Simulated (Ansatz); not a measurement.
# Al2O (fluorite type): the cost of one run

Program: Ansatz 0.2.0. Level of theory: DFT, r2SCAN, PAW with Ansatz's default frozen-core files, scalar-relativistic. These are calculated values, not measurements.

## 1. The starting structure

Symmetry: Fm-3m, No. 225, cubic system. Conventional cell: a = 4.980 Å, b = 4.980 Å, c = 4.980 Å, α = 90.00°, β = 90.00°, γ = 90.00°. O (site symmetry m-3m) is surrounded by 8 Al at 2.16 Å. Al (site symmetry -43m) has 4 O at 2.16 Å as nearest neighbours.

Structure file:

```cif
data_structure
_symmetry_space_group_name_H-M 'P 1'
_symmetry_Int_Tables_number 1
_cell_length_a 3.5214
_cell_length_b 3.5214
_cell_length_c 3.5214
_cell_angle_alpha 60.000
_cell_angle_beta 60.000
_cell_angle_gamma 60.000
_cell_volume 30.88
loop_
_atom_site_label
_atom_site_type_symbol
_atom_site_fract_x
_atom_site_fract_y
_atom_site_fract_z
_atom_site_occupancy
O1 O 0.00000 0.00000 0.00000 1
Al1 Al 0.25000 0.25000 0.25000 1
Al2 Al 0.75000 0.75000 0.75000 1
```

Atoms are numbered in the order of the input: O1, Al2, Al3.

## 2. Bulk cell relaxed, PAW

The input, input.yaml:

```yaml
crystal:
  lattice:
    - [0.0, 2.49, 2.49]
    - [2.49, 0.0, 2.49]
    - [2.49, 2.49, 0.0]
  atoms:
    - { symbol: O, position: [0.0, 0.0, 0.0] }
    - { symbol: Al, position: [0.25, 0.25, 0.25] }
    - { symbol: Al, position: [0.75, 0.75, 0.75] }
kpoints:
  mp_grid: { grid: [11, 11, 11] }
scf:
  occupations: { method: fermi_dirac, width: 0.02 }
hamiltonian:
  xc: r2scan
  pseudopotentials: { kind: paw }
output:
  forces: true
  stress: true
  write_density: true
  write_potential: true
  elf: true
  volumetric_format: npy
relax:
  f_tol: 0.005
  max_steps: 40
  cell: {}
```

Launch:

```sh
$ ansatz run input.yaml --threads 2 --pin off --max-ram 4096MiB --backend cpu --events-out ev --progress --plain --runs-dir out
```

**Question.** How long does this run take on 2 threads of Intel Xeon 6975P-C (Granite Rapids), shared host, and how much memory does it need?

About 12 s, with a peak of 0.47 GiB.
